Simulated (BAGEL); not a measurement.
# CuOH (SMILES [Cu]O), step by step

We compute a series of 15 runs (B3LYP/6-31G*, RI-MP2/6-31G*) of CuHO. 

The calculation is run with BAGEL 1.2.2.

1 further run of the same task is left out (set aside as unsound or not needed).

## Step 1: The system as given

CuOH: 3 atoms, total charge 0, spin state singlet. As SMILES, `[Cu]O`. One bond was lengthened or shortened from a relaxed shape.

Bond lengths: Cu1–O2 1.785 Å, O2–H3 0.817 Å. Angles: Cu1–O2–H3 109.0°.

## Step 2: The energy at B3LYP/6-31G(d) (density fitting with svp-jkfit, spherical functions) (run 1)

Input file input.json:

```json
{ "bagel": [

{
  "title": "molecule",
  "basis": "6-31gs.json",
  "df_basis": "svp-jkfit",
  "geometry": [
    { "atom": "Cu", "xyz": [    -2.08576442,     0.28372915,    -1.10627969 ] },
    { "atom": "O", "xyz": [     0.87290418,     0.32636137,     0.51317781 ] },
    { "atom": "H", "xyz": [     1.39824615,    -1.12075877,     0.63668653 ] }
  ]
},

{
  "title": "ks",
  "xc_func": "b3lyp"
},

{
  "title": "print",
  "file": "orbitals.molden",
  "orbitals": "true"
}

]}
```

The basis set 6-31G* is read from a file made from the Basis Set Exchange's data (not shown).

The run is started by

```sh
$ BAGEL_NUM_THREADS=1 BAGEL input.json > input.out
```

The log of the run:

```text
* using 1 threads per process

  ===============================================================
  ===============================================================

  *** Geometry ***

  { "atom" : "Cu", "xyz" : [     -2.085764,      0.283729,     -1.106280 ] },
  { "atom" : "O", "xyz" : [      0.872904,      0.326361,      0.513178 ] },
  { "atom" : "H", "xyz" : [      1.398246,     -1.120759,      0.636687 ] },

  Number of auxiliary basis functions:      359

  Since a DF basis is specified, we compute 2- and 3-index integrals:
    o Being stored without compression. Storage requirement is 0.007 GB

  Number of basis functions:       50
  Number of electrons      :       38

    * METHOD: MOLECULE                             0.12

  *** Kohn-Sham DFT ***

    * Removing 3853 points whose weight is below 1.00e-10
    * Grid points: 40865

  === Nuclear Repulsion ===
    80.9610275391

       - DIIS with orbital gradients will be used.

  === KS iteration (b3lyp / 6-31gs.json) ===
      0      -1667.33308642          0.15630193           0.10
      1      -1504.56513488          0.30886341           0.08
      2      -1662.42211974          0.17776421           0.07
      3      -1696.75093245          0.28971848           0.07
      4      -1712.04941474          0.13490803           0.07
      5      -1680.02948587          0.14894755           0.07
      6      -1715.21160111          0.06173000           0.07
      7      -1715.92871587          0.01977269           0.07
      8      -1715.93698424          0.01904167           0.07
      9      -1715.96522652          0.01369134           0.07
     10      -1715.99198905          0.00645012           0.07
     11      -1715.99936610          0.00145902           0.07
     12      -1715.99967118          0.00058163           0.07
     13      -1715.99972026          0.00014170           0.07
     14      -1715.99972266          0.00007904           0.07
     15      -1715.99972358          0.00001494           0.07
     16      -1715.99972362          0.00000088           0.07
     17      -1715.99972362          0.00000061           0.07
     18      -1715.99972362          0.00000045           0.07
     19      -1715.99972362          0.00000010           0.07
     20      -1715.99972362          0.00000003           0.07
     21      -1715.99972362          0.00000000           0.07
    * SCF iteration converged.

    * Permanent dipole moment:
           (    1.041141,     0.391204,     0.612318) a.u.

    * METHOD: KS                                   1.66

    * METHOD: PRINT                                0.01

  ===============================================================
```

Run time: 1.9 s. Hardware: 1 thread of Arm Neoverse V1, shared host; peak memory 0.14 GiB.

## Step 3: Bond 3-2 at 0.962 A: the energy at RI-MP2/6-31G(d) (density fitting with svp-jkfit, spherical functions) (run 2)

Input file job.json:

```json
{ "bagel" : [

{
  "title" : "molecule",
  "basis" : "6-31gs.json",
  "df_basis" : "svp-jkfit",
  "angstrom" : false,
  "geometry" : [
    { "atom" : "Cu", "xyz" : [    -2.17845360,     0.53905194,    -1.12807012 ] },
    { "atom" : "O", "xyz" : [     0.78021500,     0.58168416,     0.49138737 ] },
    { "atom" : "H", "xyz" : [     1.39824615,    -1.12075877,     0.63668653 ] }
  ]
},

{ "title" : "hf" },

{ "title" : "mp2", "ncore" : 6 }

]}
```

The basis set 6-31G* is read from a file made from the Basis Set Exchange's data (not shown).

The run is started by

```sh
$ BAGEL_NUM_THREADS=1 BAGEL job.json > job.out
```

The log of the run:

```text
* using 1 threads per process

  ===============================================================
  ===============================================================

  *** Geometry ***

  { "atom" : "Cu", "xyz" : [     -2.178454,      0.539052,     -1.128070 ] },
  { "atom" : "O", "xyz" : [      0.780215,      0.581684,      0.491387 ] },
  { "atom" : "H", "xyz" : [      1.398246,     -1.120759,      0.636687 ] },

  Number of auxiliary basis functions:      359

  Since a DF basis is specified, we compute 2- and 3-index integrals:
    o Being stored without compression. Storage requirement is 0.007 GB

  Number of basis functions:       50
  Number of electrons      :       38

    * METHOD: MOLECULE                             0.12

  *** RHF ***

  === Nuclear Repulsion ===
    79.8942674593

      * DIIS with orbital gradients will be used.

  === RHF iteration (6-31gs.json) ===
      0      -1713.53104203          0.05419100           0.02
      1      -1713.17783503          0.07453524           0.02
      2      -1714.01291053          0.00783234           0.02
      3      -1714.02331421          0.00321195           0.02
      4      -1714.02586600          0.00077265           0.02
      5      -1714.02653324          0.00044188           0.02
      6      -1714.02675193          0.00025458           0.02
      7      -1714.02684979          0.00018503           0.02
      8      -1714.02692035          0.00004692           0.02
      9      -1714.02692376          0.00002563           0.02
     10      -1714.02692458          0.00000714           0.02
     11      -1714.02692461          0.00000273           0.02
     12      -1714.02692462          0.00000178           0.02
     13      -1714.02692462          0.00000081           0.02
     14      -1714.02692462          0.00000048           0.02
     15      -1714.02692462          0.00000023           0.02
     16      -1714.02692462          0.00000012           0.02
     17      -1714.02692462          0.00000008           0.02
     18      -1714.02692462          0.00000006           0.02
     19      -1714.02692462          0.00000003           0.02
     20      -1714.02692462          0.00000002           0.02
     21      -1714.02692462          0.00000001           0.02
    * SCF iteration converged.

    * Permanent dipole moment:
           (    1.763694,     0.492459,     1.018044) a.u.

    * METHOD: HF                                   0.60

  *** RHF ***

  === Nuclear Repulsion ===
    79.8942674593

      * DIIS with orbital gradients will be used.

  === RHF iteration (6-31gs.json) ===
      0      -1714.02692462          0.00000001           0.02
    * SCF iteration converged.

    * Permanent dipole moment:
           (    1.763694,     0.492459,     1.018044) a.u.

  === DF-MP2 calculation ===

    * freezing 6 orbitals
    * 3-index integral transformation done
    * assembly done

      MP2 correlation energy:   -0.5454525055      0.01

      MP2 total energy:       -1714.5723771249

    * METHOD: MP2                                  0.06

  ===============================================================
```

Wall time 0.91 s (1 thread of Arm Neoverse V1, shared host); peak memory 0.14 GiB.

Runs 3 to 5 aren't shown in full; the table further down has their settings and results.

## Step 4: Bond 3-2 at 1.298 A: a single-point energy at RI-MP2/6-31G(d) (density fitting with svp-jkfit, spherical functions) (run 6)

Input file input.json:

```json
{ "bagel" : [

{
  "title" : "molecule",
  "basis" : "6-31gs.json",
  "df_basis" : "svp-jkfit",
  "angstrom" : false,
  "geometry" : [
    { "atom" : "Cu", "xyz" : [    -2.39474787,     1.13486180,    -1.17892265 ] },
    { "atom" : "O", "xyz" : [     0.56392073,     1.17749402,     0.44053484 ] },
    { "atom" : "H", "xyz" : [     1.39824615,    -1.12075877,     0.63668653 ] }
  ]
},

{
  "title" : "hf",
  "charge" : 0
},

{
  "title" : "mp2",
  "charge" : 0,
  "ncore" : 6
}

]}
```

The basis set 6-31G* is read from a file made from the Basis Set Exchange's data (not shown).

The run is started by

```sh
$ BAGEL_NUM_THREADS=1 BAGEL input.json > input.out
```

The log of the run:

```text
* using 1 threads per process

  ===============================================================
  ===============================================================

  *** Geometry ***

  { "atom" : "Cu", "xyz" : [     -2.394748,      1.134862,     -1.178923 ] },
  { "atom" : "O", "xyz" : [      0.563921,      1.177494,      0.440535 ] },
  { "atom" : "H", "xyz" : [      1.398246,     -1.120759,      0.636687 ] },

  Number of auxiliary basis functions:      359

  Since a DF basis is specified, we compute 2- and 3-index integrals:
    o Being stored without compression. Storage requirement is 0.007 GB

  Number of basis functions:       50
  Number of electrons      :       38

    * METHOD: MOLECULE                             0.12

  *** RHF ***

  === Nuclear Repulsion ===
    78.1170566790

      * DIIS with orbital gradients will be used.

  === RHF iteration (6-31gs.json) ===
      0      -1713.41559588          0.05613688           0.02
      1      -1712.76701940          0.08613420           0.02
      2      -1713.94441684          0.00870445           0.02
      3      -1713.95702121          0.00488364           0.02
      4      -1713.96206415          0.00113153           0.02
      5      -1713.96320508          0.00048416           0.02
      6      -1713.96340422          0.00022810           0.02
      7      -1713.96346496          0.00017293           0.02
      8      -1713.96352206          0.00007201           0.02
      9      -1713.96353433          0.00004167           0.02
     10      -1713.96353643          0.00002030           0.02
     11      -1713.96353669          0.00000870           0.02
     12      -1713.96353672          0.00000295           0.02
     13      -1713.96353673          0.00000131           0.02
     14      -1713.96353673          0.00000064           0.02
     15      -1713.96353673          0.00000027           0.02
     16      -1713.96353673          0.00000017           0.02
     17      -1713.96353673          0.00000009           0.02
     18      -1713.96353673          0.00000003           0.02
     19      -1713.96353673          0.00000002           0.02
     20      -1713.96353673          0.00000001           0.02
     21      -1713.96353673          0.00000001           0.02
    * SCF iteration converged.

    * Permanent dipole moment:
           (    1.824299,     0.414218,     1.042295) a.u.

    * METHOD: HF                                   0.58

  *** RHF ***

  === Nuclear Repulsion ===
    78.1170566790

      * DIIS with orbital gradients will be used.

  === RHF iteration (6-31gs.json) ===
      0      -1713.96353673          0.00000001           0.02
    * SCF iteration converged.

    * Permanent dipole moment:
           (    1.824300,     0.414218,     1.042295) a.u.

  === DF-MP2 calculation ===

    * freezing 6 orbitals
    * 3-index integral transformation done
    * assembly done

      MP2 correlation energy:   -0.5592674778      0.01

      MP2 total energy:       -1714.5228042106

    * METHOD: MP2                                  0.05

  ===============================================================
```

Run time: 0.89 s. Hardware: 1 thread of Arm Neoverse V1, shared host; peak memory 0.14 GiB.

Runs 7 to 14 aren't shown in full; the table further down has their settings and results.

## Step 5: Bond 3-2 at 2.692 A: the energy at B3LYP/6-31G(d) (density fitting with svp-jkfit, spherical functions) (run 15)

Input file calc.json:

```json
{ "bagel": [

{
  "title": "molecule",
  "basis": "6-31gs.json",
  "df_basis": "svp-jkfit",
  "angstrom": false,
  "geometry": [
    { "atom": "Cu", "xyz": [    -3.29090891,     3.60344883,    -1.38961200 ] },
    { "atom": "O", "xyz": [    -0.33224031,     3.64608105,     0.22984550 ] },
    { "atom": "H", "xyz": [     1.39824615,    -1.12075877,     0.63668653 ] }
  ]
},

{ "title": "ks", "xc_func": "b3lyp" },

{ "title": "print", "file": "orbitals.molden", "orbitals": true }

]}
```

The basis set 6-31G* is read from a file made from the Basis Set Exchange's data (not shown).

The run is started by

```sh
$ BAGEL_NUM_THREADS=1 BAGEL calc.json > calc.out
```

The log of the run:

```text
* using 1 threads per process

  ===============================================================
  ===============================================================

  *** Geometry ***

  { "atom" : "Cu", "xyz" : [     -3.290909,      3.603449,     -1.389612 ] },
  { "atom" : "O", "xyz" : [     -0.332240,      3.646081,      0.229846 ] },
  { "atom" : "H", "xyz" : [      1.398246,     -1.120759,      0.636687 ] },

  Number of auxiliary basis functions:      359

  Since a DF basis is specified, we compute 2- and 3-index integrals:
    o Being stored without compression. Storage requirement is 0.007 GB

  Number of basis functions:       50
  Number of electrons      :       38

    * METHOD: MOLECULE                             0.12

  *** Kohn-Sham DFT ***

    * Removing 2602 points whose weight is below 1.00e-10
    * Grid points: 42116

  === Nuclear Repulsion ===
    74.5187304110

       - DIIS with orbital gradients will be used.

  === KS iteration (b3lyp / 6-31gs.json) ===
      0      -1669.15267319          0.14756695           0.10
      1      -1518.78761281          0.28856152           0.08
      2      -1665.33433110          0.17260626           0.07
      3      -1705.25085665          0.21319701           0.07
      4      -1714.43682332          0.06804683           0.07
      5      -1683.00058240          0.17560843           0.07
      6      -1713.66444344          0.10236640           0.07
      7      -1684.49876026          0.18301359           0.07
      8      -1709.63818402          0.11377934           0.07
      9      -1714.89187964          0.05595128           0.07
     10      -1715.30846980          0.03604991           0.07
     11      -1715.32262784          0.04295868           0.07
     12      -1715.68050257          0.02947384           0.07
     13      -1715.80428384          0.00725889           0.07
     14      -1715.75652380          0.01417430           0.07
     15      -1715.77899793          0.01176355           0.07
     16      -1715.74317363          0.02058069           0.07
     17      -1715.81529082          0.00321876           0.07
     18      -1715.81573310          0.00224625           0.07
     19      -1715.81710509          0.00047093           0.07
     20      -1715.81714919          0.00026973           0.07
     21      -1715.81717460          0.00004127           0.07
     22      -1715.81717563          0.00001357           0.07
     23      -1715.81717669          0.00000591           0.07
     24      -1715.81717671          0.00000784           0.07
     25      -1715.81717673          0.00000637           0.07
     26      -1715.81717674          0.00000292           0.07
     27      -1715.81717674          0.00000047           0.07
     28      -1715.81717674          0.00000035           0.07
     29      -1715.81717674          0.00000031           0.07
     30      -1715.81717674          0.00000016           0.07
     31      -1715.81717674          0.00000011           0.07
     32      -1715.81717674          0.00000005           0.07
     33      -1715.81717674          0.00000003           0.07
     34      -1715.81717674          0.00000003           0.07
     35      -1715.81717674          0.00000001           0.07
     36      -1715.81717674          0.00000000           0.07
    * SCF iteration converged.

    * Permanent dipole moment:
           (    1.632634,    -0.083061,     0.881613) a.u.

    * METHOD: KS                                   2.78

    * METHOD: PRINT                                0.01

  ===============================================================
```

Wall time 3.3 s (1 thread of Arm Neoverse V1, shared host); peak memory 0.15 GiB.

## Step 6: Overview of the runs

```tsv
run	level	frozen core orbitals	partner	energy (Eh)	dipole moment (D)	HOMO energy (eV)	LUMO energy (eV)	wall time
1	B3LYP/6-31G* (density fitting with svp-jkfit, spherical functions)	–	bond 3-2 at 0.817 A	-1715.999724	3.23	-5.85	-2.65	1.9 s
2	RI-MP2/6-31G* (density fitting with svp-jkfit, spherical functions)	6	bond 3-2 at 0.962 A	-1714.572377	–	–	–	0.91 s
3	B3LYP/6-31G* (density fitting with svp-jkfit, spherical functions)	–	bond 3-2 at 0.962 A	-1716.031227	3.11	-5.82	-2.63	2.3 s
4	RI-MP2/6-31G* (density fitting with svp-jkfit, spherical functions)	6	bond 3-2 at 1.106 A	-1714.560534	–	–	–	0.89 s
5	B3LYP/6-31G* (density fitting with svp-jkfit, spherical functions)	–	bond 3-2 at 1.106 A	-1716.019659	3.05	-5.82	-2.62	2.1 s
6	RI-MP2/6-31G* (density fitting with svp-jkfit, spherical functions)	6	bond 3-2 at 1.298 A	-1714.522804	–	–	–	0.89 s
7	B3LYP/6-31G* (density fitting with svp-jkfit, spherical functions)	–	bond 3-2 at 1.298 A	-1715.983901	3.08	-5.84	-2.66	2.1 s
8	RI-MP2/6-31G* (density fitting with svp-jkfit, spherical functions)	6	bond 3-2 at 1.538 A	-1714.471378	–	–	–	0.87 s
9	B3LYP/6-31G* (density fitting with svp-jkfit, spherical functions)	–	bond 3-2 at 1.538 A	-1715.936829	3.26	-5.94	-2.78	2.6 s
10	RI-MP2/6-31G* (density fitting with svp-jkfit, spherical functions)	6	bond 3-2 at 1.827 A	-1714.418576	–	–	–	0.89 s
11	B3LYP/6-31G* (density fitting with svp-jkfit, spherical functions)	–	bond 3-2 at 1.827 A	-1715.890863	3.64	-6.13	-3.16	2.3 s
12	RI-MP2/6-31G* (density fitting with svp-jkfit, spherical functions)	6	bond 3-2 at 2.211 A	-1714.368192	–	–	–	1.1 s
13	B3LYP/6-31G* (density fitting with svp-jkfit, spherical functions)	–	bond 3-2 at 2.211 A	-1715.848687	4.21	-6.30	-3.95	3 s
14	RI-MP2/6-31G* (density fitting with svp-jkfit, spherical functions)	6	bond 3-2 at 2.692 A	-1714.333932	–	–	–	1.2 s
15	B3LYP/6-31G* (density fitting with svp-jkfit, spherical functions)	–	bond 3-2 at 2.692 A	-1715.817177	4.72	-6.44	-4.58	3.3 s
```

## Step 7: Outcome

| quantity | value |
| --- | --- |
| bond 3-2 at 2.692 A, run 15: total energy | -1715.81718 Eh |
| bond 3-2 at 2.692 A, run 15: dipole moment | 4.72 D |
| bond 3-2 at 2.692 A, run 15: HOMO energy | -6.44 eV |
| bond 3-2 at 2.692 A, run 15: LUMO energy | -4.58 eV |
| bond 3-2 at 2.692 A, run 15: HOMO–LUMO gap | 1.86 eV |

In words: In runs 10, 11, 12, 13, 14, 15 a closed-shell determinant meets a far-stretched bond, which it describes badly. All runs together took 26 s, the longest 3.3 s.
